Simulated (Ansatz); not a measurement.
# CH3BO2S: the cost of one run

Computed with Ansatz 0.2.0, Gaussian basis. Level: the settings change from run to run.

**1. The geometry**

An earlier PBE0-D4 in a triple-zeta def2 set relaxation fixed the geometry.

SMILES `OB1OC1S`, 8 atoms, charge 0, spin multiplicity 1.

Atoms are counted from 1 here; the program's logs count them from 0.

Bond lengths: O1–B2 1.338 Å, O1–H6 0.960 Å, B2–O3 1.332 Å, B2–C4 1.514 Å, O3–C4 1.522 Å, C4–S5 1.757 Å, C4–H7 1.086 Å, S5–H8 1.346 Å. Angles: B2–O1–H6 114.0°, O1–B2–O3 137.8°, O1–B2–C4 157.9°, O3–B2–C4 64.3°, B2–O3–C4 63.7°, B2–C4–O3 52.0°, B2–C4–S5 122.1°, B2–C4–H7 121.7°, O3–C4–S5 117.6°, O3–C4–H7 110.6°, S5–C4–H7 114.8°, C4–S5–H8 98.2°.

**2. PBE0-DH/pcseg-2**

Set apart from the defaults: coordinates scaled by 1.25.

File in.yaml:

```yaml
crystal:
  periodic: [false, false, false]
  atoms:
    - {symbol: O, position_ang: [-1.910495, 0.796226, 1.862466]}
    - {symbol: B, position_ang: [-0.671538, 0.075031, 1.001852]}
    - {symbol: O, position_ang: [0.071971, -1.412285, 0.923746]}
    - {symbol: C, position_ang: [0.725633, -0.079388, -0.265392]}
    - {symbol: S, position_ang: [0.333758, -0.347474, -2.409381]}
    - {symbol: H, position_ang: [-2.115408, 1.938158, 1.557851]}
    - {symbol: H, position_ang: [2.005739, 0.248900, 0.042519]}
    - {symbol: H, position_ang: [1.675465, -1.290292, -2.783411]}
basis:
  gaussian: {orbitals: pcseg-2}
hamiltonian: {xc: {name: PBE0-DH}}
output: {forces: true}
```

Command:

```
$ ansatz run in.yaml --threads 2 --pin off --events-out ev --progress --plain --max-ram 4352MiB
```

Q: Estimate wall time and peak memory on 2 threads of Intel Xeon Platinum 8488C, shared host.

About 10 s, with a peak of 0.63 GiB.
